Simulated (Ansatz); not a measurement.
From input file to script: C₂H₄Ge, SMILES [CH]1=[CH][GeH2]1 in Ansatz 0.2.0.

```yaml
crystal:
  periodic: [false, false, false]
  atoms:
    - { symbol: C, position_ang: [-0.7473, -0.5951, -0.1642] }
    - { symbol: C, position_ang: [0.1318, 0.1011, -1.0851] }
    - { symbol: Ge, position_ang: [0.4956, 0.3597, 0.6548] }
    - { symbol: H, position_ang: [-1.6079, -1.1543, -0.0691] }
    - { symbol: H, position_ang: [0.4177, 0.3013, -2.1293] }
    - { symbol: H, position_ang: [-0.108, 1.5931, 1.3825] }
    - { symbol: H, position_ang: [1.4794, -0.6738, 1.3647] }
basis:
  gaussian:
    orbitals: def2-SVP
correlation:
  method: mp2
relax:
  f_tol: 0.02
```

The script, `run_opt.py`:
```python
"""Minimum-energy structure of C2H4Ge."""

from dataclasses import dataclass
import itertools
import warnings

import ansatz as az
from ase.data import atomic_numbers, covalent_radii
import numpy as np


@dataclass
class Options:
    basis: str = "def2-SVP"
    level: str = "mp2"


settings = Options()

warnings.simplefilter("ignore", az.DeckWarning)

geometry_ang = [
    ("C", (-0.7473, -0.5951, -0.1642)),
    ("C", (0.1318, 0.1011, -1.0851)),
    ("Ge", (0.4956, 0.3597, 0.6548)),
    ("H", (-1.6079, -1.1543, -0.0691)),
    ("H", (0.4177, 0.3013, -2.1293)),
    ("H", (-0.108, 1.5931, 1.3825)),
    ("H", (1.4794, -0.6738, 1.3647)),
]
geometry = az.Crystal.molecule()
for symbol, xyz in geometry_ang:
    geometry = geometry.atom(symbol, xyz)

job = (
    geometry.calculation()
    .basis(gaussian=settings.basis)
    .correlation(settings.level)
)
symbols = [site.symbol for site in geometry.cartesian_sites]
start = np.array([site.position_ang for site in geometry.cartesian_sites], dtype=float)
def progress(event):
    if event["event"] == "relax_step":
        row = event["data"]
        print(f"step {row['step']:3d}  E = {row['lagrangian_ev']:.6f} eV  largest force component {row['allowed_force_max_ev_ang']:.4f} eV/A")


summary = job.relax(force_tolerance=0.02).session().plan().execute(on_event=progress).report
end = np.array(summary["positions_ang"])

for key in ("converged", "free_energy_ev", "reference_energy_ev", "n_frozen", "n_occupied", "n_virtual"):
    print(f"{key:22s} {summary[key]}")

# pairs closer than 1.2 times the sum of covalent radii, before or after
radius = [covalent_radii[atomic_numbers[s]] for s in symbols]
span = lambda where, i, j: np.linalg.norm(where[i] - where[j])
bonded = [(i, j) for i, j in itertools.combinations(range(len(symbols)), 2) if min(span(start, i, j), span(end, i, j)) < 1.2 * (radius[i] + radius[j])]
print("pair        before    after (A)")
for i, j in bonded:
    print(f"{symbols[i]}{i}-{symbols[j]}{j}".ljust(10), f"{span(start, i, j):8.4f} {span(end, i, j):8.4f}")
with open("c2h4ge_opt.xyz", "w") as handle:
    handle.write(f"{len(symbols)}\nrelaxed C2H4Ge\n")
    handle.writelines(f"{s:2s} {x:11.6f} {y:11.6f} {z:11.6f}\n" for s, (x, y, z) in zip(symbols, end))
```

```console
$ python run_opt.py
step   1  E = -58598.521621 eV  largest force component 5.2879 eV/A
step   2  E = -58599.545635 eV  largest force component 2.1755 eV/A
step   3  E = -58599.721857 eV  largest force component 0.7985 eV/A
step   4  E = -58599.734732 eV  largest force component 0.1620 eV/A
step   5  E = -58599.736652 eV  largest force component 0.0078 eV/A
converged              True
free_energy_ev         -58599.73665233986
reference_energy_ev    -58586.26955598208
n_frozen               11
n_occupied             [13, 13]
n_virtual              [56, 56]
pair        before    after (A)
C0-C1        1.4511   1.3400
C0-Ge2       1.7684   1.9157
C0-H3        1.0307   1.0929
C1-Ge2       1.7962   1.9156
C1-H4        1.1010   1.0930
Ge2-H5       1.5541   1.5194
Ge2-H6       1.5937   1.5195
```

Total energies depend on the basis set; only differences at equal settings carry meaning. The end point is the stationary point reached from this start; no frequency run checks that it is a minimum, and the basis set is modest. It ran for 16 s on 1 thread of Arm Neoverse V2, on a shared host, peak memory 0.24 GiB.

(Lines on the test bed's own set-up are left out of the output.)
